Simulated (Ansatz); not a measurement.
Consider vertical energies of changing the electron count of GeH₆OSeSi, SMILES [GeH3][O][SiH2][SeH] (the Ansatz DFT code, driven from Python).

The script, `ip.py`:
```python
"""Vertical ionisation energy and electron affinity of GeH6OSeSi."""

import ansatz as az


def total_energy(molecule, charge=0, unpaired=0):
    calc = (
        molecule.calculation()
        .basis(gaussian="def2-SVPD")
        .functional("b3lyp", dispersion="d3bj")
        .accuracy("medium")
    )
    if charge:
        calc = calc.charge(charge)
    if unpaired:
        calc = calc.spin("collinear", total=unpaired)
    report = calc.run(threads=1).report
    if report["published_state_doubts"]:
        print("  doubts:", report["published_state_doubts"])
    return report["free_energy_ev"]

system = (
    az.Crystal.molecule()
    .atom("Ge", [1.2871, -0.7961, 0.279])
    .atom("O", [0.9686, 0.7358, -0.5962])
    .atom("Si", [-0.6255, 1.2152, -0.1573])
    .atom("Se", [-2.1642, 0.0948, -1.4182])
    .atom("H", [0.3701, -1.9232, -0.2604])
    .atom("H", [1.07, -0.6083, 1.8034])
    .atom("H", [2.761, -1.2135, 0.0439])
    .atom("H", [-0.8882, 0.9998, 1.2757])
    .atom("H", [-0.7703, 2.6533, -0.4262])
    .atom("H", [-2.0087, -1.1578, -0.5436])
)

# delta-SCF style differences, no relaxation
parent = total_energy(system, 0, 0)
cation = total_energy(system, 1, 1)
print(f"E(N)   = {parent:.5f} eV")
print(f"E(N-1) = {cation:.5f} eV  (1 unpaired)")
print(f"vertical ionisation energy {cation - parent:.3f} eV")
anion = total_energy(system, -1, 1)
print(f"E(N+1) = {anion:.5f} eV  (1 unpaired)")
print(f"vertical electron affinity {parent - anion:.3f} eV" + ("" if anion < parent else " (unbound in this basis)"))
print(f"fundamental gap IP - EA = {cation + anion - 2 * parent:.3f} eV")
```

What does it cost to change the electron count at this fixed geometry?

At this unrelaxed geometry removing an electron costs 9.41 eV and an added one is unbound in this basis (by 0.59 eV).

The run itself:

```console
$ python ip.py
E(N)   = -131876.34793 eV
E(N-1) = -131866.93933 eV  (1 unpaired)
vertical ionisation energy 9.409 eV
E(N+1) = -131875.76224 eV  (1 unpaired)
vertical electron affinity -0.586 eV (unbound in this basis)
fundamental gap IP - EA = 9.994 eV
```

Reading the output:
- The settings weren't tested for convergence.
- The geometry is a force-field or estimated start, not a minimum of this method, and the basis set is short of its limit. All parts are taken at fixed geometry, without zero-point energy. At an unrelaxed start these energies can be a whole eV from those at the minimum, and a small affinity can change sign.
- b3lyp holds the VWN-RPA fit, as in Gaussian; the form of ORCA and Turbomole is b3lyp5.
- A negative electron affinity means that the anion is unbound here; its size hangs on the basis and tends to about zero as the basis grows, and so does its part in any gap built on it.
- Hardware and time: 110 s on 1 thread of Intel(R) Xeon(R) 6975P-C (Granite Rapids), with other jobs on the host, peak memory 0.94 GiB.

(Lines on the test bed's own set-up are left out of the output.)
